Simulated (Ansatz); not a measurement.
# GeH3Cl: small, medium and large basis sets

One table from this session's results is given with a row withheld; the runs are named, their logs left out.

Method: one geometry, several basis sets; program: Ansatz 0.2.0, Gaussian basis.

Levels to be run: PBE0-D4/def2-SVP; ωB97M-V/def2-SVP; PBE0-D4/def2-QZVPP; ωB97M-V/def2-QZVPP; the functionals' def2-TZVPP values are taken from earlier runs.

### The geometry

An earlier PBE0-D4 in a triple-zeta def2 set relaxation fixed the geometry.

5 atoms, charge 0, spin multiplicity 1.

Atoms are counted from 1 here; the program's logs count them from 0.

Bond lengths: Cl1–Ge2 2.155 Å, Ge2–H3 1.532 Å, Ge2–H4 1.532 Å, Ge2–H5 1.532 Å. Angles: Cl1–Ge2–H3 107.1°, Cl1–Ge2–H4 107.1°, Cl1–Ge2–H5 107.1°, H3–Ge2–H4 111.7°, H3–Ge2–H5 111.7°, H4–Ge2–H5 111.7°.

As a file:

```xyz
5

Cl   -1.87583   -0.02511    0.64126
Ge    0.16185   -0.01388   -0.06060
H     0.16035    0.65617   -1.43809
H     0.61896   -1.47372   -0.14064
H     0.98447    0.78294    0.95667
```

The first run:

The input, in.yaml:

```yaml
crystal:
  periodic: [false, false, false]
  atoms:
    - {symbol: Cl, position_ang: [-1.875834, -0.025110, 0.641260]}
    - {symbol: Ge, position_ang: [0.161847, -0.013883, -0.060597]}
    - {symbol: H, position_ang: [0.160355, 0.656169, -1.438094]}
    - {symbol: H, position_ang: [0.618957, -1.473716, -0.140635]}
    - {symbol: H, position_ang: [0.984474, 0.782939, 0.956666]}
basis:
  gaussian: {orbitals: def2-SVP}
hamiltonian: {xc: pbe0, dispersion: d4}
output: {orbitals: {seedname: orbitals}}
```

Steps of the session up to this table: PBE0-D4 in def2-SVP; ωB97M-V in def2-SVP; PBE0-D4 in def2-QZVPP; ωB97M-V in def2-QZVPP.

One of the session's tables, all rows but one given; the rest of the session is left out.

It belongs to the step «Functionals by basis». 

```
functional       basis  HOMO (eV)  LUMO (eV)
   PBE0-D4    def2-SVP      -8.60      -0.05
   PBE0-D4  def2-TZVPP      -8.78      -0.29
   PBE0-D4  def2-QZVPP      -8.80      -0.50
   ωB97M-V    def2-SVP     -10.80       1.96
   ωB97M-V  def2-TZVPP     -11.02       1.64
   ωB97M-V  def2-QZVPP          ?          ?
```

**Question.** Estimate the row for ωB97M-V, def2-QZVPP.

The run gave: HOMO (eV): -11.05; LUMO (eV): 1.15. In the column «HOMO (eV)» it is the lowest.
